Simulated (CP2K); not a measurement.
## SiO under changes of volume

One of the cells (11.058 Å³/atom); the others are scaled copies at fixed shape and fractional positions:

```xyz
2
Lattice="2.8070 0.0000 0.0000 0.0000 2.8070 0.0000 0.0000 0.0000 2.8070" Properties=species:S:1:pos:R:3 pbc="T T T"
Si    0.0000    0.0000    0.0000
O     1.4035    1.4035    1.4035
```

The cell was built by a generator and needn't be a form met in nature.

| Item | Value |
| --- | --- |
| Program | CP2K 2026.2 |
| Functional | PBE |
| Potentials or basis | POTENTIAL_UZH Si GTH-PBE-q4, O GTH-PBE-q6; TZVP-MOLOPT-PBE-GTH basis |
| Density cutoff | 8163 eV |
| k mesh | 9 × 9 × 9 |
| Occupations | fermi-dirac, width 0.05 eV |
| Spin | no spin polarisation |

| volume (Å³/atom) | energy over the lowest point (meV/atom) | pressure (GPa) |
| --- | --- | --- |
| 10.395 | 19.36 | 9.3 |
| 10.616 | 8.68 | 6.1 |
| 10.837 | 2.33 | 3.1 |
| 11.058 | 0.00 | 0.3 |
| 11.279 | 1.32 | -2.2 |
| 11.500 | ? | ? |
| 11.722 | 13.50 | -6.5 |

What does the run at 11.500 Å³/atom give?

Energy over the lowest point 5.92 meV/atom; pressure -4.4 GPa.

Worked out: A Birch-Murnaghan fit of order 3 (a polynomial in V^(-2/3)) to the other rows has its minimum at 11.09 Å³/atom with B0 = V·E''(V) = 130 GPa and B' = 3.8. It gives 5.89 meV/atom at 11.500 Å³/atom, against the run's 5.92, and -dE/dV = -4.4 GPa, against -4.4.

Energies are extrapolated to zero smearing.

Caveats: the basis of atomic orbitals isn't converged, which shifts pressures, moduli and gaps.
